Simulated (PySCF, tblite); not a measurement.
# C₆H₁₁O₂S−: geometry, infrared bands and NMR shifts

Wanted: the infrared bands and NMR shifts of C₆H₁₁O₂S− (`COC[C@](C)([O-])C(C)=S`), by calculation.

The runs use tblite 0.8.0 and PySCF 2.14.0, with density-fitted response routines of our own; the level of theory stands in each step. All values are computed, except where a source is named. Atoms are numbered from 0 throughout.

### Step 1. Starting geometry

20 atoms, charge -1, multiplicity 1; geometry from: force field or distance geometry start.

Bonds of the start (Å): C0–O1 1.35, O1–C2 1.34, C2–C3 1.50, C3–C4 1.55, C3–O5 1.36, C3–C6 1.50, C6–C7 1.50, C6–S8 1.45, C0–H9 1.12, C0–H10 1.09, C0–H11 1.13, C2–H12 1.12, C2–H13 1.14, C4–H14 1.10, C4–H15 1.10, C4–H16 1.11, C7–H17 1.10, C7–H18 1.11, C7–H19 1.11.

### Step 2. Relaxing the molecule with GFN2-xTB

Job settings and geometry (Å):

```
{"job": {"kind": "relax", "xc": "GFN2-xTB", "basis": "xTB"}, "charge": -1, "multiplicity": 1}
C      2.710600    -0.234300    -0.266500
O      1.788600    -0.135000     0.720400
C      0.663900     0.549100     0.455300
C     -0.116100    -0.052200    -0.678500
C     -0.449500    -1.494200    -0.227800
O      0.480700    -0.125700    -1.896700
C     -1.389300     0.710100    -0.917700
C     -2.411700     0.844800     0.175300
S     -1.633000     1.323500    -2.203800
H      3.583400    -0.791200     0.161700
H      2.944500     0.753100    -0.663000
H      2.416400    -0.888300    -1.136700
H      0.839400     1.637900     0.248000
H      0.016200     0.587600     1.390800
H     -0.537300    -2.067500    -1.157800
H     -1.361000    -1.495400     0.388000
H      0.398800    -1.800600     0.413600
H     -2.386500     1.907200     0.460300
H     -3.399600     0.530900    -0.229100
H     -2.163700     0.250800     1.077100
```

Run with:

```
> OMP_NUM_THREADS=1 python probes_run.py task.json out
```

The driver reads the jobs from task.json and runs them one after another.

**Question.** This job is followed by: GFN2-xTB harmonic vibrations, gas phase; GIAO PBE0/pcSseg-1 NMR shielding, non-relativistic, gas phase. Predict these results of the whole session: strongest single infrared mode (GFN2-xTB); zero-point energy (GFN2-xTB); ¹³C shifts against TMS (PBE0/pcSseg-1); ¹H shifts against TMS (PBE0/pcSseg-1, means over atoms taken as alike); ¹⁷O shifts against H2O (PBE0/pcSseg-1); ³³S shifts against CS2 (PBE0/pcSseg-1).

The runs gave:

| quantity | value |
| --- | --- |
| strongest single infrared mode (GFN2-xTB) | 1087 cm⁻¹, 171 km/mol |
| zero-point energy (GFN2-xTB) | 98.7 kcal/mol |
| ¹³C shifts against TMS (PBE0/pcSseg-1) | 313.3, 111.1, 97.0, 58.5, 38.8, 27.1 ppm |
| ¹H shifts against TMS (PBE0/pcSseg-1, means over atoms taken as alike) | 4.87, 3.57, 2.80, 2.26, 1.71 ppm |
| ¹⁷O shifts against H2O (PBE0/pcSseg-1) | 249.6, 32.6 ppm |
| ³³S shifts against CS2 (PBE0/pcSseg-1) | 828 ppm |

**Reading.** Relaxing lowered the energy by 1.805 eV in 135 steps; the close pair that moved most is C6–S8, from 1.446 to 1.643 Å. The lowest mode is imaginary (62i cm⁻¹), so the xTB geometry is not a minimum. The strongest single mode, at 1087 cm⁻¹, has its largest shares on O1, C0 and C2 (the list is cut at 3 atoms). Unscaled tight-binding wavenumbers are off by several per cent, some by more. Its intensities can rank the bands wrongly. H9, H10, H11 (mean) (hydrogen on a methyl carbon bonded to O) lies farthest downfield among hydrogen, at 4.87 ppm; its carbon carries O, which withdraws density. At PBE0/pcSseg-1: The widest tensor belongs to S8: span 2021 ppm, with a paramagnetic part of -1383 ppm.
